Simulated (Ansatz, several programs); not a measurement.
AlN, 4H polytype, relaxed with PBE in Ansatz (plane waves, PAW): the symmetry is P6_3mc (No. 186, hexagonal); conventional cell a = 3.121 Å, c = 10.111 Å, 10.66 Å³ an atom. Al is surrounded by 4 N at 1.90–1.92 Å; Al is surrounded by 4 N at 1.90–1.91 Å; N is surrounded by 4 Al at 1.91–1.92 Å; N is surrounded by 4 Al at 1.90 Å. The cell was then scaled with its shape and fractional coordinates held, which makes it stiffer than a relaxed compression. (Calculated; spin-unpolarised; the phase may be known or hypothetical.)

| V (Å³/atom) | E (meV/atom) |
| --- | --- |
| 10.020 | 25.63 |
| 10.660 | 0.00 |
| 10.980 | 5.49 |
| 11.300 | 20.97 |

Problem. Pass a cubic E = c₀ + c₁u + c₂u² + c₃u³, with u = V − 10.740 Å³, through these points.

Solution. c₀ = 0.35, c₁ = +8.757, c₂ = 54.858, c₃ = -8.4432 (meV and Å³).

Problem. Where is the minimum, and what bulk modulus follows?

Solution. dE/du = 0 at u = -0.078, so V₀ = 10.66 Å³. B = V₀ d²E/dV² = 10.66 × (2c₂ + 6c₃u) = 10.66 × 113.688 = 1212 meV/Å³, and 1 meV/Å³ is 0.16022 GPa: 194 GPa. A third-order Birch-Murnaghan fit to all five points gives 10.66 Å³ and 193 GPa.

Problem. Predict the energy and the pressure at the withheld volume, 10.340 Å³.

Solution. With u = -0.400: E ≈ 6.16 meV and P = −dE/dV ≈ +6.28 GPa. The run gives 6.09 meV and, from its stress, +6.26 GPa.
